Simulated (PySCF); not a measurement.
# InF: from the state search to spectroscopic constants

The task here is to estimate one member of a computed series from the others.

Computed with PySCF 2.14.0. Level: In def2-TZVPPD with ECP28, F def2-TZVPPD, scalar-relativistic core potentials.

Set-up of the first run:

Settings of the job:

```json
{"atoms": "In, F", "charge": "0", "basis": "In def2-TZVPPD with ECP28, F def2-TZVPPD", "Hamiltonian": "scalar-relativistic core potentials", "basis functions": "96", "electrons treated": "30", "masses in u": "114.9039, 18.9984", "levels": "PBE0, PBE, r²SCAN, MN15, TPSS, M06-2X, revPBE, LDA, ωB97M-V, HF, MP2, SCS-MP2, CCSD, CCSD(T)", "grid": "80 radial by 434 angular points", "occupations": "held fixed by the projection of orbital angular momentum", "dissociation limit": "In + F, each in its ground configuration", "starting distance in angstrom": "2.005", "values of 2S to try": "0, 2"}
```

Run with:

```sh
> OMP_NUM_THREADS=2 python dia.py task.json out
```

Among the steps run: The job; First curve: PBE0; Excited determinants; PBE (GGA); r²SCAN (meta-GGA); MN15 (hybrid meta-GGA); TPSS (meta-GGA); M06-2X (hybrid meta-GGA); revPBE (GGA); LDA (local density); ωB97M-V (range-separated hybrid); RHF; Adding correlation.

One table of the session follows, with a row left open; its other results are not shown here.

Energy (eV) from each level's lowest point:

```
R (Å)    RHF  RHF-MP2  RHF-SCS-MP2  RHF-CCSD  RHF-CCSD(T)
1.726  0.923    1.012        1.036       n/a          n/a
1.806  0.362    0.428        0.444     0.407        0.425
1.887  0.084    0.124        0.132     0.110        0.121
1.947  0.003    0.023        0.027     0.016        0.021
2.007  0.000    0.000        0.000     0.000        0.000
2.067      ?        ?            ?         ?            ?
2.147  0.185    0.144        0.136     0.160        0.149
2.248  0.410    0.345        0.332     0.371        0.354
2.368  0.726    0.639        0.621     0.675        0.651
2.529  1.168    1.062        1.037       n/a          n/a
```

Q: Estimate the row for R (Å) = 2.067 from the others.

Worked estimate for «RHF». A straight line through the neighbours (2.007, 0.000) and (2.147, 0.185) gives 0.000 + (0.185 − 0.000) × (2.067 − 2.007) / (2.147 − 2.007) = 0.079; a parabola fitted to 4 rows on both sides gives 0.059.

The run gave: RHF: 0.053; RHF-MP2: 0.035; RHF-SCS-MP2: 0.031; RHF-CCSD: 0.042; RHF-CCSD(T): 0.037. In «RHF» the line misses by +0.026 and the parabola by +0.006.

Limits of these values: Lowest PBE0 solution found, without spin–orbit coupling: ¹Σ⁺ (singlet), closed shell. Warnings in the runs' records: inverted.
